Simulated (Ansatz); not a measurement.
# Alloy of AlN and BN (6 of 48 Al sites exchanged), 96 atoms

Aim: relax the alloy cell and compare the gap by PBEsol and r²SCAN.

All numbers are computed with Ansatz 0.2.0 (PAW, plane waves).

### 1 Starting point

96 atoms (42 Al, 6 B, 48 N); a = 9.135 Å, b = 10.548 Å, c = 9.780 Å, α = 90.00°, β = 90.00°, γ = 90.00°. All atoms were shaken off their sites by about 0.02 Å along each axis.

The runs, in order: (2) PBEsol cell relaxation at the single k point (¼, ¼, ¼), on 1 × NVIDIA H100 80GB HBM3 with 2 threads of AMD EPYC 7R13; (3) r²SCAN single point at the single k point (¼, ¼, ¼), on 1 × NVIDIA H100 80GB HBM3 with 2 threads of AMD EPYC 7R13.

### 2 PBEsol relaxation of the cell and the positions

The input, in.yaml:

```yaml
crystal:
  lattice:
    - [9.135233, 0.000000, 0.000000]
    - [0.000000, 10.548458, 0.000000]
    - [0.000000, 0.000000, 9.779800]
  atoms:
    - { symbol: Al, position: [0.164807, 0.079238, 0.250499] }
    - { symbol: Al, position: [0.165426, 0.080781, 0.747551] }
    - { symbol: Al, position: [0.002839, 0.334168, 0.248382] }
    - { symbol: Al, position: [0.000374, 0.335751, 0.747479] }
    - { symbol: Al, position: [0.500105, 0.081351, 0.248535] }
    - { symbol: Al, position: [0.333335, 0.333782, 0.250292] }
    - { symbol: Al, position: [0.340000, 0.329751, 0.745823] }
    - { symbol: Al, position: [0.165563, 0.581280, 0.249080] }
    - { symbol: Al, position: [0.167905, 0.584779, 0.751625] }
    - { symbol: Al, position: [0.996552, 0.833509, 0.247852] }
    - { symbol: Al, position: [0.998523, 0.832986, 0.747664] }
    - { symbol: Al, position: [0.830173, 0.082457, 0.249201] }
    - { symbol: Al, position: [0.834896, 0.086792, 0.742440] }
    - { symbol: Al, position: [0.666968, 0.334641, 0.250763] }
    - { symbol: Al, position: [0.666993, 0.339065, 0.743981] }
    - { symbol: Al, position: [0.500817, 0.582323, 0.246928] }
    - { symbol: Al, position: [0.496565, 0.584462, 0.746344] }
    - { symbol: Al, position: [0.335247, 0.833274, 0.248959] }
    - { symbol: Al, position: [0.333418, 0.833227, 0.747707] }
    - { symbol: Al, position: [0.833766, 0.579627, 0.248313] }
    - { symbol: Al, position: [0.664947, 0.832520, 0.248150] }
    - { symbol: Al, position: [0.664824, 0.830852, 0.751488] }
    - { symbol: Al, position: [0.999879, 0.169423, 0.495004] }
    - { symbol: Al, position: [0.000163, 0.165212, 0.998883] }
    - { symbol: Al, position: [0.333130, 0.166921, 0.999878] }
    - { symbol: Al, position: [0.165149, 0.415878, 0.496637] }
    - { symbol: Al, position: [0.167356, 0.417206, 0.997068] }
    - { symbol: Al, position: [0.000081, 0.665108, 0.498585] }
    - { symbol: Al, position: [0.001862, 0.669277, 0.994012] }
    - { symbol: Al, position: [0.667543, 0.167536, 0.499739] }
    - { symbol: Al, position: [0.498048, 0.416225, 0.495466] }
    - { symbol: Al, position: [0.497555, 0.411796, 0.995366] }
    - { symbol: Al, position: [0.337038, 0.667608, 0.998291] }
    - { symbol: Al, position: [0.161880, 0.918583, 0.500141] }
    - { symbol: Al, position: [0.163755, 0.919098, 0.998815] }
    - { symbol: Al, position: [0.836414, 0.415221, 0.500028] }
    - { symbol: Al, position: [0.832020, 0.417419, 0.996810] }
    - { symbol: Al, position: [0.669958, 0.666182, 0.498045] }
    - { symbol: Al, position: [0.668409, 0.666118, 0.999178] }
    - { symbol: Al, position: [0.498253, 0.914113, 0.999651] }
    - { symbol: Al, position: [0.830723, 0.915673, 0.495093] }
    - { symbol: Al, position: [0.833426, 0.914802, 0.997956] }
    - { symbol: B, position: [0.498451, 0.080239, 0.745698] }
    - { symbol: B, position: [0.832895, 0.585190, 0.746662] }
    - { symbol: B, position: [0.334851, 0.169040, 0.497143] }
    - { symbol: B, position: [0.664720, 0.167359, 0.994541] }
    - { symbol: B, position: [0.330265, 0.664036, 0.501073] }
    - { symbol: B, position: [0.498898, 0.918083, 0.499424] }
    - { symbol: N, position: [0.002697, 0.167969, 0.190292] }
    - { symbol: N, position: [0.999921, 0.168136, 0.687848] }
    - { symbol: N, position: [0.331662, 0.166269, 0.190209] }
    - { symbol: N, position: [0.334807, 0.168229, 0.689955] }
    - { symbol: N, position: [0.163197, 0.419635, 0.188556] }
    - { symbol: N, position: [0.165288, 0.416815, 0.686890] }
    - { symbol: N, position: [0.999267, 0.666632, 0.186217] }
    - { symbol: N, position: [0.005755, 0.668749, 0.685772] }
    - { symbol: N, position: [0.664602, 0.164904, 0.193753] }
    - { symbol: N, position: [0.667747, 0.167837, 0.688813] }
    - { symbol: N, position: [0.497878, 0.420303, 0.188461] }
    - { symbol: N, position: [0.498026, 0.415194, 0.687978] }
    - { symbol: N, position: [0.334283, 0.666743, 0.186348] }
    - { symbol: N, position: [0.332422, 0.664789, 0.692618] }
    - { symbol: N, position: [0.167015, 0.916242, 0.191313] }
    - { symbol: N, position: [0.167682, 0.913882, 0.690079] }
    - { symbol: N, position: [0.830137, 0.416747, 0.189224] }
    - { symbol: N, position: [0.832968, 0.416342, 0.691809] }
    - { symbol: N, position: [0.665707, 0.665699, 0.192689] }
    - { symbol: N, position: [0.662932, 0.665596, 0.688203] }
    - { symbol: N, position: [0.500749, 0.919489, 0.188287] }
    - { symbol: N, position: [0.501041, 0.916030, 0.689579] }
    - { symbol: N, position: [0.835419, 0.920079, 0.191576] }
    - { symbol: N, position: [0.832398, 0.918139, 0.688599] }
    - { symbol: N, position: [0.168066, 0.084858, 0.436522] }
    - { symbol: N, position: [0.162442, 0.080798, 0.938893] }
    - { symbol: N, position: [0.999935, 0.333283, 0.436238] }
    - { symbol: N, position: [0.000039, 0.333368, 0.938642] }
    - { symbol: N, position: [0.501500, 0.082980, 0.440582] }
    - { symbol: N, position: [0.498167, 0.080476, 0.939273] }
    - { symbol: N, position: [0.334792, 0.331363, 0.438891] }
    - { symbol: N, position: [0.331256, 0.334849, 0.939121] }
    - { symbol: N, position: [0.164293, 0.580781, 0.442529] }
    - { symbol: N, position: [0.169854, 0.583995, 0.945351] }
    - { symbol: N, position: [0.004787, 0.833202, 0.441399] }
    - { symbol: N, position: [0.001198, 0.829584, 0.940317] }
    - { symbol: N, position: [0.832278, 0.083419, 0.443293] }
    - { symbol: N, position: [0.839466, 0.082139, 0.937213] }
    - { symbol: N, position: [0.666422, 0.335450, 0.435110] }
    - { symbol: N, position: [0.668301, 0.333884, 0.938463] }
    - { symbol: N, position: [0.500344, 0.585118, 0.442014] }
    - { symbol: N, position: [0.501373, 0.585699, 0.938577] }
    - { symbol: N, position: [0.336459, 0.835002, 0.440154] }
    - { symbol: N, position: [0.329758, 0.835105, 0.939149] }
    - { symbol: N, position: [0.835930, 0.577920, 0.442046] }
    - { symbol: N, position: [0.834106, 0.583785, 0.943158] }
    - { symbol: N, position: [0.671833, 0.831412, 0.439555] }
    - { symbol: N, position: [0.664970, 0.836558, 0.937620] }
  symmetry: { detect: false }
kpoints:
  mp_grid: { grid: [1, 1, 1], shift: [0.25, 0.25, 0.25] }
hamiltonian:
  xc: pbesol
scf:
  occupations: { method: fermi_dirac, width: 0.01 }
relax:
  f_tol: 0.03
  max_steps: 80
  escape_saddle: false
  adjacent_minimum: "off"
  cell: { fix: [alpha, beta, gamma] }
output:
  forces: true
  eigenvalues: true
  populations: true
```

Started as:

```
> ansatz run in.yaml --threads 2 --pin off --max-ram 30400MiB --runs-dir r --events-out ev --progress --plain --backend cuda --devices 0, --max-vram 18GiB
```

Log:

```text
Pseudopotentials: kind: paw
Functional definition: PBEsol
  exchange = pbesol_x
  correlation = pbesol_c
Crystal: 96 atoms, lattice volume = 942.407 Å³
Basis set: ecut = 420 eV, 18425 PW (Γ), exchange–correlation on 128×144×144 points (8 copies of the dense FFT grid, shifted against one another)
Bands: 288, of which v1, the nominal top of the filled ones, is band 192 counted from 1 (191 counted from 0)
Symmetry: 1 space group operations
k-points: 1
Non-local potential: Al, projectors of the file, l = 0: 2, l = 1: 2, l = 2: 1
Non-local potential: B, projectors of the file, l = 0: 2, l = 1: 2, l = 2: 1
Non-local potential: N, projectors of the file, l = 0: 2, l = 1: 2, l = 2: 1
PAW form: soft (Blöchl's): semilocal exchange-correlation on the pseudo side does not see the compensation charge
PAW frozen core: Al, regenerated for the run's functional, and the local potential with it (the file was generated under x = pbe(κ = 0.804, μ = 0.2195149727645171), c = pbe(β = 0.06672455060314922))
PAW frozen core: B, regenerated for the run's functional, and the local potential with it (the file was generated under x = pbe(κ = 0.804, μ = 0.2195149727645171), c = pbe(β = 0.06672455060314922))
PAW frozen core: N, regenerated for the run's functional, and the local potential with it (the file was generated under x = pbe(κ = 0.804, μ = 0.2195149727645171), c = pbe(β = 0.06672455060314922))
PAW one-centre angular grid: Al, 110 points (default); XC on 64 Gauss nodes
PAW one-centre angular grid: B, 110 points (default); XC on 64 Gauss nodes
PAW one-centre angular grid: N, 110 points (default); XC on 64 Gauss nodes
Initial density: superposition of atomic densities (neutral atoms: chi_scale 0, normalization atom), corrected by the library's trained network
Initial wavefunctions: pseudopotential atomic-orbital guess
Functional: x = pbesol(κ = 0.804, μ = 0.12345679012345678), c = pbesol(β = 0.046)
SCF iter   1: F=—  HF=-41231.611856 eV  |F-HF|=—  |Δ(HF+E_count)|=         —  Δρ=1.04e-2  dr2=1.10e0  ethr=1.77e-3  ⟨swp⟩=6.0  Hψ=1321  notcnv=0  defer=34
preconditioner: auto → Resta (q_TF=auto, 2.349 Å⁻¹)  ε∞=4.3  [insulator: Δε(μ)=4.714 eV  Ē_g=13.119 eV  σ=0.010 eV  W_gap=1.00  n_scr=206 (ndim 8)  ℏωp=23.7 eV  f_vac=0.000  D(μ)=0.00/eV (n_scr^D=0)  ε∞_Penn≈4.3]
SCF iter   2: F=—  HF=-41231.323115 eV  |F-HF|=—  |Δ(HF+E_count)|=   2.89e-1  Δρ=3.31e-3  dr2=1.42e-1  ethr=2.85e-4  ⟨swp⟩=3.0  Hψ=488  notcnv=0  defer=92
SCF iter   3: F=—  HF=-41231.287069 eV  |F-HF|=—  |Δ(HF+E_count)|=   3.60e-2  Δρ=7.90e-4  dr2=8.24e-3  ethr=3.70e-5  ⟨swp⟩=2.0  Hψ=344  notcnv=0  defer=92
SCF iter   4: F=—  HF=-41231.284733 eV  |F-HF|=—  |Δ(HF+E_count)|=   2.34e-3  Δρ=1.17e-4  dr2=2.89e-4  ethr=2.15e-6  ⟨swp⟩=2.0  Hψ=285  notcnv=0  defer=92
SCF iter   5: F=—  HF=-41231.285420 eV  |F-HF|=—  |Δ(HF+E_count)|=   6.87e-4  Δρ=4.09e-5  dr2=2.42e-5  ethr=7.52e-8  ⟨swp⟩=2.0  Hψ=315  notcnv=0  defer=92
SCF iter   6: F=—  HF=-41231.284467 eV  |F-HF|=—  |Δ(HF+E_count)|=   9.53e-4  Δρ=1.06e-5  dr2=1.05e-6  ethr=6.30e-9  ⟨swp⟩=2.0  Hψ=480  notcnv=0  defer=92
SCF iter   7: F=-41231.284467 eV  HF=-41231.284467 eV  |F-HF|=5.48e-8  |Δ(HF+E_count)|=   1.51e-7  Δρ=2.67e-6  dr2=9.14e-8  ethr=2.60e-11  ⟨swp⟩=14.0  Hψ=1695  notcnv=0
SCF 1 converged in 7 iterations: F = -41231.284467 eV  dr2 = 9.14e-8
relax step   1: F+E_penalty+E_count = -41231.28446661 eV  Δ(F+E_penalty+E_count) = +0.000e0 eV  max|allowed force component| = 3.750e0 eV/Å  Δτ_max = 0.0000 Å  P = +4.636 GPa  Ω = 942.407 Å³  fix = [alpha, beta, gamma]  reactions: alpha -0.385, beta -0.053, gamma -0.513 GPa/rad  (7 SCF iters, dr2 threshold 1.00e-7 eV, accepted)
Crystal: 96 atoms, lattice volume = 938.108 Å³
Basis set: ecut = 420 eV, 18357 PW (Γ), exchange–correlation on 128×144×144 points (8 copies of the dense FFT grid, shifted against one another)
Initial density: handed on by an earlier stage of this run
Initial wavefunctions: those handed on with the density
iter 1 solved again at ethr=9.16e-4 eV; its pass at ethr=3.10e-3 eV (dr2=3.52e0 eV) is discarded
SCF iter   1: F=—  HF=-41240.993031 eV  |F-HF|=—  |Δ(HF+E_count)|=         —  Δρ=1.83e-2  dr2=3.55e0  ethr=9.16e-4  ⟨swp⟩=8.0  Hψ=1391  notcnv=0
preconditioner: auto → Resta (q_TF=auto, 2.351 Å⁻¹)  ε∞=4.2  [insulator: Δε(μ)=5.089 eV  Ē_g=13.369 eV  σ=0.010 eV  W_gap=1.00  n_scr=206 (ndim 8)  ℏωp=23.8 eV  f_vac=0.000  D(μ)=0.00/eV (n_scr^D=0)  ε∞_Penn≈4.2]
SCF iter   2: F=—  HF=-41240.104940 eV  |F-HF|=—  |Δ(HF+E_count)|=   8.88e-1  Δρ=7.42e-3  dr2=4.93e-1  ethr=9.16e-4  ⟨swp⟩=3.0  Hψ=484  notcnv=0  defer=88
SCF iter   3: F=—  HF=-41239.979131 eV  |F-HF|=—  |Δ(HF+E_count)|=   1.26e-1  Δρ=2.40e-3  dr2=4.29e-2  ethr=1.28e-4  ⟨swp⟩=2.0  Hψ=352  notcnv=0  defer=88
SCF iter   4: F=—  HF=-41239.969828 eV  |F-HF|=—  |Δ(HF+E_count)|=   9.30e-3  Δρ=7.24e-4  dr2=6.10e-3  ethr=1.12e-5  ⟨swp⟩=2.0  Hψ=400  notcnv=0  defer=88
SCF iter   5: F=—  HF=-41239.969583 eV  |F-HF|=—  |Δ(HF+E_count)|=   2.46e-4  Δρ=1.73e-4  dr2=2.75e-4  ethr=1.59e-6  ⟨swp⟩=3.0  Hψ=432  notcnv=0  defer=88
SCF iter   6: F=—  HF=-41239.969553 eV  |F-HF|=—  |Δ(HF+E_count)|=   2.93e-5  Δρ=8.80e-5  dr2=6.76e-5  ethr=7.15e-8  ⟨swp⟩=2.0  Hψ=392  notcnv=0  defer=88
SCF iter   7: F=-41239.969540 eV  HF=-41239.969541 eV  |F-HF|=3.30e-7  |Δ(HF+E_count)|=   1.27e-5  Δρ=1.54e-5  dr2=1.84e-6  ethr=2.50e-9  ⟨swp⟩=14.0  Hψ=2051  notcnv=0
SCF 2 converged in 7 iterations: F = -41239.969540 eV  dr2 = 1.84e-6
relax step   2: F+E_penalty+E_count = -41239.96954042 eV  Δ(F+E_penalty+E_count) = -8.685e0 eV  max|allowed force component| = 2.430e0 eV/Å  Δτ_max = 0.1955 Å  P = +2.423 GPa  Ω = 938.108 Å³  energy of the carried Pulay correction = +1.454e-2 eV  fix = [alpha, beta, gamma]  reactions: alpha +0.027, beta +0.167, gamma -0.330 GPa/rad  (7 SCF iters, dr2 threshold 9.60e-6 eV, accepted)
Crystal: 96 atoms, lattice volume = 945.264 Å³
Basis set: ecut = 420 eV, 18497 PW (Γ), exchange–correlation on 128×144×144 points (8 copies of the dense FFT grid, shifted against one another)
iter 1 solved again at ethr=8.27e-4 eV; its pass at ethr=3.10e-3 eV (dr2=3.18e0 eV) is discarded
preconditioner: auto → Resta (q_TF=auto, 2.348 Å⁻¹)  ε∞=4.2  [insulator: Δε(μ)=4.945 eV  Ē_g=13.324 eV  σ=0.010 eV  W_gap=1.00  n_scr=206 (ndim 8)  ℏωp=23.7 eV  f_vac=0.000  D(μ)=0.00/eV (n_scr^D=0)  ε∞_Penn≈4.2]
[... from here the SCF cycle lines were not kept, up to the last twenty ...]
relax step   3: F+E_penalty+E_count = -41242.95243986 eV  Δ(F+E_penalty+E_count) = -2.983e0 eV  max|allowed force component| = 4.859e-1 eV/Å  Δτ_max = 0.1704 Å  P = -0.446 GPa  Ω = 945.264 Å³  energy of the carried Pulay correction = -9.626e-3 eV  fix = [alpha, beta, gamma]  reactions: alpha +0.254, beta +0.288, gamma -0.067 GPa/rad  (7 SCF iters, dr2 threshold 9.60e-6 eV, accepted)
[... 3 lines left out ...]
relax step   4: F+E_penalty+E_count = -41243.03476627 eV  Δ(F+E_penalty+E_count) = -8.233e-2 eV  max|allowed force component| = 1.376e-1 eV/Å  Δτ_max = 0.0304 Å  P = -0.072 GPa  Ω = 943.081 Å³  energy of the carried Pulay correction = -2.273e-3 eV  fix = [alpha, beta, gamma]  reactions: alpha +0.261, beta +0.325, gamma -0.040 GPa/rad  (6 SCF iters, dr2 threshold 9.60e-6 eV, accepted)
[... 3 lines left out ...]
relax step   5: F+E_penalty+E_count = -41243.04476708 eV  Δ(F+E_penalty+E_count) = -1.000e-2 eV  max|allowed force component| = 1.985e-2 eV/Å  Δτ_max = 0.0089 Å  P = +0.038 GPa  Ω = 942.732 Å³  energy of the carried Pulay correction = -1.096e-3 eV  fix = [alpha, beta, gamma]  reactions: alpha +0.253, beta +0.312, gamma -0.037 GPa/rad  (5 SCF iters, dr2 threshold 1.18e-6 eV, accepted)
[... 4 lines left out ...]
relax step   6: F+E_penalty+E_count = -41243.04759866 eV  Δ(F+E_penalty+E_count) = -2.832e-3 eV  max|allowed force component| = 1.985e-2 eV/Å  Δτ_max = 0.0000 Å  P = +0.057 GPa  Ω = 942.732 Å³  fix = [alpha, beta, gamma]  reactions: alpha +0.258, beta +0.312, gamma -0.035 GPa/rad  stress off target by 8.32e-2 GPa on what of the cell is left free  SCF on the basis re-selected at this cell (its ener [...]
[... 10 lines left out ...]
relax step   7: F+E_penalty+E_count = -41243.04704112 eV  Δ(F+E_penalty+E_count) = +5.575e-4 eV  max|allowed force component| = 6.418e-3 eV/Å  Δτ_max = 0.0016 Å  P = +0.005 GPa  Ω = 942.959 Å³  energy of the carried Pulay correction = -7.865e-4 eV  fix = [alpha, beta, gamma]  reactions: alpha +0.256, beta +0.310, gamma -0.036 GPa/rad  (6 SCF iters, dr2 threshold 1.73e-8 eV, accepted)
iter 1 solved again at ethr=5.09e-8 eV; its pass at ethr=3.10e-3 eV (dr2=1.96e-4 eV) is discarded
SCF iter   1: F=—  HF=-41243.047811 eV  |F-HF|=—  |Δ(HF+E_count)|=         —  Δρ=6.48e-6  dr2=1.53e-7  ethr=5.09e-8  ⟨swp⟩=8.0  Hψ=2593  notcnv=0
preconditioner: auto → Resta (q_TF=auto, 2.349 Å⁻¹)  ε∞=4.2  [insulator: Δε(μ)=4.888 eV  Ē_g=13.326 eV  σ=0.010 eV  W_gap=1.00  n_scr=206 (ndim 8)  ℏωp=23.7 eV  f_vac=0.000  D(μ)=0.00/eV (n_scr^D=0)  ε∞_Penn≈4.2]
SCF iter   2: F=—  HF=-41243.048007 eV  |F-HF|=—  |Δ(HF+E_count)|=   1.96e-4  Δρ=3.34e-6  dr2=4.88e-8  ethr=3.97e-11  ⟨swp⟩=3.0  Hψ=578  notcnv=0
SCF iter   3: F=—  HF=-41243.048007 eV  |F-HF|=—  |Δ(HF+E_count)|=   6.20e-9  Δρ=2.20e-6  dr2=1.56e-8  ethr=1.27e-11  ⟨swp⟩=1.0  Hψ=288  notcnv=0
SCF iter   4: F=—  HF=-41243.048007 eV  |F-HF|=—  |Δ(HF+E_count)|=   1.41e-8  Δρ=8.71e-7  dr2=3.52e-9  ethr=4.07e-12  ⟨swp⟩=1.0  Hψ=288  notcnv=0
SCF iter   5: F=-41243.048007 eV  HF=-41243.048007 eV  |F-HF|=3.64e-11  |Δ(HF+E_count)|=   1.14e-9  Δρ=1.31e-7  dr2=1.09e-10  ethr=1.00e-12  ⟨swp⟩=6.0  Hψ=1143  notcnv=0
SCF 8 converged in 5 iterations: F = -41243.048007 eV  dr2 = 1.09e-10
relax step   8: F+E_penalty+E_count = -41243.04800691 eV  Δ(F+E_penalty+E_count) = -9.658e-4 eV  max|allowed force component| = 6.399e-3 eV/Å  Δτ_max = 0.0000 Å  P = +0.005 GPa  Ω = 942.959 Å³  fix = [alpha, beta, gamma]  reactions: alpha +0.256, beta +0.310, gamma -0.036 GPa/rad  stress off target by 7.75e-3 GPa on what of the cell is left free  SCF on the basis re-selected at this cell (its ener [...]
SCF converged after 5 iterations
Free energy (F): -41243.048007 eV
Harris-Foulkes:  -41243.048007 eV  (|F-HF|=3.64e-11)
Internal energy: -41243.048007 eV  (E = F + TS)
E sigma→0 (E₀):  -41243.048007 eV
Fermi energy:    9.774335 eV
--- Per-component energies (eV) ---
  E_band       = 748.722270
  E_kinetic    = 7753.600108
  E_local      = -10795.092326  (includes V_loc(G=0)·N_el)
  E_nonlocal   = 2680.062172
  E_hartree    = 3712.172290
  E_xc         = -4780.122124
  E_vxc        = -5200.906428  (∫ρ·V_xc dr)
  E_paw        = -25456.470174  (= ΣΔE_a)
  E_vpaw       = -1113.290179  (= ΣTr[D̂ρ^β])
  E_aug_tail   = 0.004521  (compensation charges beyond the density's cutoff)
  E_ewald      = -14359.443322
  E_core_change = 2.240848  (= ΣΔE_core)
  E_smearing   = -0.000000  (= −TS)
  E_closure    = 0.000000  (closes the sum)
  Σ components = -41243.048007   (vs F -41243.048007, Δ=0.00e0)
--- Forces (eV/Å), atoms counted from 1 ---
  atom   1  Al    -0.00092695     0.00118370    -0.00030367
  atom   2  Al    -0.00044023     0.00236771     0.00100320
[... 27 atoms left out ...]
  atom  30  Al     0.00232435     0.00067175    -0.00172122
[... 12 atoms left out ...]
  atom  43  B      0.00180755     0.00257143     0.00173715
[... 1 atom left out ...]
  atom  45  B     -0.00343063     0.00639918    -0.00011672
  atom  46  B      0.00454678     0.00286263     0.00279653
[... 1 atom left out ...]
  atom  48  B      0.00575011    -0.00093942     0.00204812
[... 9 atoms left out ...]
  atom  58  N     -0.00255024    -0.00290600    -0.00071001
[... 18 atoms left out ...]
  atom  77  N      0.00001155    -0.00239839     0.00201051
  atom  78  N     -0.00338397    -0.00193204    -0.00402011
[... 18 atoms left out ...]
  max |Σ_I F_I| component: 3.25e-5 eV/Å
--- Stress (GPa, compression-positive) ---
        0.003563       0.035987      -0.309934
        0.035988       0.007754      -0.256346
       -0.309932      -0.256338       0.004025
  P = ⅓ Tr σ = 0.0051 GPa (0.051 kbar)
--- Band table (eV) ---
  k-point 0: bands = [... 180 lower levels ..., "6.8295", "6.8650", "6.8907", "6.9140", "6.9654", "6.9976", "7.0212", "7.0838", "7.1510", "7.2172", "7.2948", "7.3302", "12.2182", "12.3424", "12.4236", "12.5832", "12.6632", "12.6861", "12.7436", "12.8315", "12.8785", "12.9651", "13.0201", "13.1084", ... 84 higher levels ...]
--- Relaxed structure (6 steps of the walk, 6 accepted, 2 SCFs on fresh bases) ---
  F+E_penalty+E_count = -41243.04800691 eV   max|allowed force component| = 6.399e-3 eV/Å   (the final SCF, on the basis selected at the relaxed cell)
  cell:  # Å, volume = 942.9595 Å³
    - [9.15768729608725, -5.55476023924989e-144, -3.753489649761204e-143]
    - [-6.41408435710369e-144, 10.546496274514292, 1.6548696812165332e-143]
    - [-4.018329699607511e-143, 1.5342806037016454e-143, 9.7633537395931]
  atoms:
    - { symbol: Al, position: [0.17197997242401167, 0.08469802975006945, 0.25439513964815635] }
    - { symbol: Al, position: [0.16948383708874867, 0.08172734053850901, 0.7417428363921234] }
[... 94 atoms left out; the next input holds them all, rounded ...]
--- Löwdin populations: 96 sites ---
  site symbol       q [e]
     0     Al      1.9201
     1     Al      1.9118
[... 94 atoms left out ...]
  spilling = 0.007591 (of n_electrons = 384.000000)
```

It took 54 s on 1 × NVIDIA H100 80GB HBM3 with 2 threads of AMD EPYC 7R13, shared host; peak host memory 1.4 GiB.

The walk (solves on a freshly chosen basis count as rows, and their energies jump a little):

| accepted step | energy change (eV) | largest force component (eV/Å) | SCF cycles | pressure (GPa) |
| --- | --- | --- | --- | --- |
| 1 | 0.000 | 3.750 | 7 | 4.64 |
| 2 | -8.685 | 2.430 | 7 | 2.42 |
| 3 | -11.668 | 0.486 | 7 | -0.45 |
| 4 | -11.750 | 0.138 | 6 | -0.07 |
| 5 | -11.760 | 0.020 | 5 | 0.04 |
| 6 | -11.763 | 0.020 | 5 | 0.06 |
| 7 | -11.763 | 0.006 | 6 | 0.00 |
| 8 | -11.764 | 0.006 | 5 | 0.01 |

Largest shifts, less the median shift:

| atom | shift (Å) | dx | dy | dz |
| --- | --- | --- | --- | --- |
| N95 | 0.329 | -0.263 | 0.170 | 0.100 |
| N78 | 0.301 | 0.160 | 0.106 | -0.232 |
| N56 | 0.295 | -0.234 | -0.146 | 0.106 |
| N57 | 0.293 | -0.040 | -0.013 | -0.290 |
| N81 | 0.290 | 0.233 | 0.158 | 0.069 |
| N79 | 0.289 | 0.031 | -0.275 | 0.085 |
| N86 | 0.286 | -0.242 | 0.128 | 0.084 |
| N52 | 0.277 | 0.169 | -0.168 | -0.141 |

|  | before | after | change |
| --- | --- | --- | --- |
| a (Å) | 9.135 | 9.158 | +0.25 % |
| b (Å) | 10.548 | 10.546 | -0.02 % |
| c (Å) | 9.780 | 9.763 | -0.17 % |
| volume (Å³/atom) | 9.817 | 9.822 | +0.06 % |

Bonds in the relaxed cell, counted within a distance cut:

| pair | count | mean (Å) | spread (Å) | least | most |
| --- | --- | --- | --- | --- | --- |
| Al–N | 168 | 1.886 | 0.029 | 1.837 | 1.966 |
| B–N | 24 | 1.665 | 0.042 | 1.590 | 1.751 |

Spacing of the frontier levels at the single k point (¼, ¼, ¼): 4.89 eV (7.330 to 12.218 eV).

(Part 1 of 2 ends here.)
